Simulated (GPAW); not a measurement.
The system is NbSi.

```
CELL_PARAMETERS angstrom
0.00000 2.57383 2.57383
2.57383 0.00000 2.57383
2.57383 2.57383 0.00000
ATOMIC_POSITIONS crystal
Nb 0.00000 0.00000 0.00000
Si 0.50000 0.50000 0.50000
```

The cell was built by a generator and needn't be a form met in nature.

- Program: GPAW 26.7.0
- Task: relaxation of cell and atoms
- Functional: AM05
- Potentials or basis: PAW data sets generated in the run's folder for this functional
- Cutoff: 600 eV
- Basis: pw
- k mesh: 8 × 8 × 8
- Occupations: fermi-dirac, width 0.05 eV
- Spin: no spin polarisation

At the start: pressure -5.3 GPa; volume 17.05 Å³/atom.

Question: How do energy, volume and symmetry change on relaxing?

Answer: Over 3 steps the energy falls by 10.2 meV/atom and the volume is 16.45 Å³/atom (-3.5 %); space group Fm-3m (No. 225, to 0.05 Å).

The path:
```tsv
step	energy change (eV)	largest force (eV/Å)	pressure (GPa)	volume (Å³)
1	0.0000	0.0000	-5.30	34.10
2	-0.0115	0.0000	-3.55	33.69
3	-0.0205	0.0000	0.14	32.90
```

Final structure:
```
Nb Si
1.0
     0.00000    2.54331    2.54331
     2.54331    0.00000    2.54331
     2.54331    2.54331    0.00000
Nb Si
1 1
Direct
  0.00000 0.00000 0.00000
  0.50000 0.50000 0.50000
```

Caveat: later steps reuse the first step's grids.
